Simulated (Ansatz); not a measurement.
**KAgCl2: a single-point run**

The task is a single-point run on KAgCl2. The structure is shown as the input types it. The cell is built on a prototype (ordering on rocksalt) and needn't be the phase found in nature.

Method: density functional or hybrid calculation with the settings of its input, plane waves, in Ansatz 0.2.0.

1 further run of the same task is left out (it didn't finish).

## Step 1: The system as given

It takes space group R-3m (No. 166, trigonal). Conventional cell: a = 4.196 Å, b = 4.196 Å, c = 20.015 Å, α = 90.00°, β = 90.00°, γ = 120.00°. K (site symmetry -3m) has 6 Cl at 3.08 Å as nearest neighbours. Around Ag (site symmetry -3m) lie 6 Cl at 2.82 Å. Cl (site symmetry 3m) is surrounded by 3 Ag at 2.82 Å and 3 K at 3.08 Å.

Structure file:

```cif
data_structure
_symmetry_space_group_name_H-M 'R-3m:H'
_symmetry_Int_Tables_number 166
_cell_length_a 4.1965
_cell_length_b 4.1965
_cell_length_c 20.0151
_cell_angle_alpha 90.000
_cell_angle_beta 90.000
_cell_angle_gamma 120.000
_cell_volume 305.25
loop_
_atom_site_label
_atom_site_type_symbol
_atom_site_symmetry_multiplicity
_atom_site_Wyckoff_symbol
_atom_site_fract_x
_atom_site_fract_y
_atom_site_fract_z
_atom_site_occupancy
K1 K 3 a 0.00000 0.00000 0.00000 1
Ag1 Ag 3 b 0.33333 0.66667 0.16667 1
Cl1 Cl 6 c 0.00000 0.00000 0.23835 1
```

## Step 2: Input and run

Contents of input.yaml:

```yaml
crystal:
  lattice:
    - [2.0982415888, 1.2114203461, 6.6716870635]
    - [-2.0982415888, 1.2114203461, 6.6716870635]
    - [0.0, -2.4228406922, 6.6716870635]
  atoms:
    - { symbol: K, position: [1.0, 0.0, 0.0] }
    - { symbol: Ag, position: [0.5, 0.5, 0.5] }
    - { symbol: Cl, position: [0.2383450509, 0.2383450509, 0.2383450509] }
    - { symbol: Cl, position: [0.7616549491, 0.7616549491, 0.7616549491] }
kpoints:
  mp_grid: { grid: [6, 6, 6] }
hamiltonian:
  xc: r2scan
  pseudopotentials: { kind: uspp }
scf:
  occupations: { method: fixed }
  n_extra_bands: 5
output:
  forces: true
  stress: true
  eigenvalues: true
```

Started as:

```
$ ansatz run input.yaml --threads 4 --pin off --max-ram 3686MiB --backend cpu --events-out ev --progress --plain --runs-dir out
```

**Question.** How will this run end, and is anything wrong with its input?

The run ended at the input check. Its message: «line 15 column 29: unknown variant `uspp`, expected one of nc, nc_fr, paw, paw_fr, all_electron»

The parser can't turn the typed value into what the key holds.

Remedy: type the value in the form the key wants.
